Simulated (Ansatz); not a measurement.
# TiO2: a tetragonal deformation path

The task here is to estimate one member of a computed series from the others.

Computed with Ansatz 0.2.0 (DFT PBE+U, scalar-relativistic, plane waves, PAW, unless a step's input says otherwise).

**The structure to begin with**

Symmetry: I4_1/amd, No. 141, tetragonal system. The conventional cell has a = 3.818 Å, b = 3.818 Å, c = 9.777 Å, α = 90.00°, β = 90.00°, γ = 90.00°. Around Ti (site symmetry -4m2) lie 6 O at 1.96 to 2.01 Å. O (site symmetry 2mm) is surrounded by 3 Ti at 1.96 to 2.01 Å.

Coordinates:

```cif
data_structure
_symmetry_space_group_name_H-M 'P 1'
_symmetry_Int_Tables_number 1
_cell_length_a 5.5843
_cell_length_b 5.5843
_cell_length_c 5.5843
_cell_angle_alpha 140.022
_cell_angle_beta 140.022
_cell_angle_gamma 57.820
_cell_volume 71.25
loop_
_atom_site_label
_atom_site_type_symbol
_atom_site_fract_x
_atom_site_fract_y
_atom_site_fract_z
_atom_site_occupancy
Ti1 Ti 0.00000 0.00000 0.00000 1
Ti2 Ti 0.75000 0.25000 0.50000 1
O1 O 0.20528 0.20528 0.00000 1
O2 O 0.95528 0.45528 0.50000 1
O3 O 0.54472 0.04472 0.50000 1
O4 O 0.79472 0.79472 0.00000 1
```

This cell was relaxed beforehand with the same method: volume 11.88 Å³/atom, gap on the mesh 2.65 eV.

The first run:

Input file input.yaml:

```yaml
crystal:
  lattice:
    - [-1.9089353641, 1.9089353641, 4.8883612609]
    - [1.9089353641, -1.9089353641, 4.8883612609]
    - [1.9089353641, 1.9089353641, -4.8883612609]
  atoms:
    - { symbol: Ti, position: [0.0, 0.0, 0.0] }
    - { symbol: Ti, position: [0.75, 0.25, 0.5] }
    - { symbol: O, position: [0.2052765759, 0.2052765759, 0.0] }
    - { symbol: O, position: [0.9552765759, 0.4552765759, 0.5] }
    - { symbol: O, position: [0.5447234241, 0.0447234241, 0.5] }
    - { symbol: O, position: [0.7947234241, 0.7947234241, 0.0] }
basis:
  ecutwfc: 420
kpoints:
  mp_grid: { grid: [10, 10, 10] }
hamiltonian:
  xc: pbe
  hubbard: { sites: [{ species: Ti, l: d, u_eff: 4.0 }] }
scf:
  occupations: { method: gaussian, width: 0.05 }
output:
  forces: true
  stress: true
  eigenvalues: true
```

Started as:

```
$ ansatz run input.yaml --threads 1 --pin off --max-ram 2560MiB --backend cpu --events-out ev --progress --plain --runs-dir out
```

Among the steps run: The reference: the undisturbed cell on the scan's mesh; Point ρ = 0.850; ρ = 1.200; ρ = 0.920; At ρ = 1.100; At ρ = 0.960; ρ = 1.050; ρ = 0.800; ρ = 1.300.

One table of the session follows, with a row left open; its other results are not shown here.

It belongs to the step «The scan collected». Collected from the runs (energy zero: the undisturbed cell):

```
    ρ  ΔE (meV/atom)  pressure (GPa)  gap on the mesh (eV)
0.800          397.6            21.5                  2.78
0.850              ?               ?                     ?
0.920           43.5             3.2                  2.71
0.960            9.8             0.9                  2.66
1.000            0.0             0.0                  2.63
1.050           12.2             0.3                  2.62
1.100           43.6             1.8                  2.65
1.200          141.1             7.6                  2.79
1.300          259.8            15.7                  2.98
```

Estimate the missing values for ρ = 0.850.

Worked estimate for «ΔE (meV/atom)». A straight line through the neighbours (0.800, 397.6) and (0.920, 43.5) gives 397.6 + (43.5 − 397.6) × (0.850 − 0.800) / (0.920 − 0.800) = 250.1; a parabola fitted to 3 rows on both sides gives 203.9.

**Answer.** ΔE (meV/atom): 188.9; pressure (GPa): 11.2; gap on the mesh (eV): 2.81. In «ΔE (meV/atom)» the line misses by +61.2 and the parabola by +15.0.
